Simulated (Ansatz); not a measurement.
**H₅InOSi: how energies converge with the basis set**

The task here is to estimate one member of a computed series from the others.

The runs use Ansatz 0.2.0, Gaussian basis; one geometry, several basis sets.

Levels to be run: PBE0-D4/def2-SVP; ωB97M-V/def2-SVP; PBE0-D4/def2-QZVPP; ωB97M-V/def2-QZVPP; the functionals' def2-TZVPP values are taken from earlier runs.

2 further runs of the same task are left out: 2 for a known fault of the program.

**The geometry**

The geometry comes from an earlier relaxation with PBE0-D4 in a triple-zeta def2 set; it is a stationary point, not always the lowest conformer. In takes the def2 core potential; no spin-orbit term is included.

SMILES `[SiH3][O][InH2]`, 8 atoms, charge 0, spin multiplicity 1.

Atoms are counted from 1 here; the program's logs count them from 0.

Bond lengths: Si1–O2 1.622 Å, Si1–H4 1.496 Å, Si1–H5 1.490 Å, Si1–H6 1.491 Å, O2–In3 1.992 Å, In3–H7 1.702 Å, In3–H8 1.706 Å. Angles: O2–Si1–H4 111.8°, O2–Si1–H5 110.7°, O2–Si1–H6 110.8°, H4–Si1–H5 107.6°, H4–Si1–H6 107.6°, H5–Si1–H6 108.1°, Si1–O2–In3 138.5°, O2–In3–H7 110.2°, O2–In3–H8 112.5°, H7–In3–H8 137.3°.

The first run:

in.yaml reads:

```yaml
crystal:
  periodic: [false, false, false]
  atoms:
    - {symbol: Si, position_ang: [-0.753017, 1.124268, -0.423602]}
    - {symbol: O, position_ang: [0.586498, 0.344762, 0.055142]}
    - {symbol: In, position_ang: [1.131673, -1.494713, 0.592678]}
    - {symbol: H, position_ang: [-1.935625, 0.210434, -0.485378]}
    - {symbol: H, position_ang: [-0.565358, 1.712285, -1.780280]}
    - {symbol: H, position_ang: [-1.085680, 2.230219, 0.518632]}
    - {symbol: H, position_ang: [2.789725, -1.527857, 0.974429]}
    - {symbol: H, position_ang: [-0.168215, -2.599408, 0.548388]}
basis:
  gaussian: {orbitals: def2-SVP}
hamiltonian: {xc: pbe0, dispersion: d4}
output: {orbitals: {seedname: orbitals}}
```

Started as:

```console
$ ansatz run in.yaml --threads 2 --pin off --events-out ev --progress --plain --max-ram 32768MiB --backend cpu
```

Steps of the session up to this table: PBE0-D4 in def2-SVP; ωB97M-V in def2-SVP; PBE0-D4 in def2-QZVPP; ωB97M-V in def2-QZVPP.

One table of the session follows, with a row left open; its other results are not shown here.

It belongs to the step «Functionals by basis». 

```
functional       basis  HOMO (eV)  LUMO (eV)
   PBE0-D4    def2-SVP          ?          ?
   PBE0-D4  def2-TZVPP      -8.05      -1.79
   PBE0-D4  def2-QZVPP      -8.07      -1.80
   ωB97M-V    def2-SVP     -10.18      -0.15
   ωB97M-V  def2-TZVPP     -10.34      -0.35
   ωB97M-V  def2-QZVPP     -10.36      -0.39
```

**Question.** Estimate the row for PBE0-D4, def2-SVP.

**Answer.** HOMO (eV): -7.94; LUMO (eV): -1.72. In the column «HOMO (eV)» it is the highest.
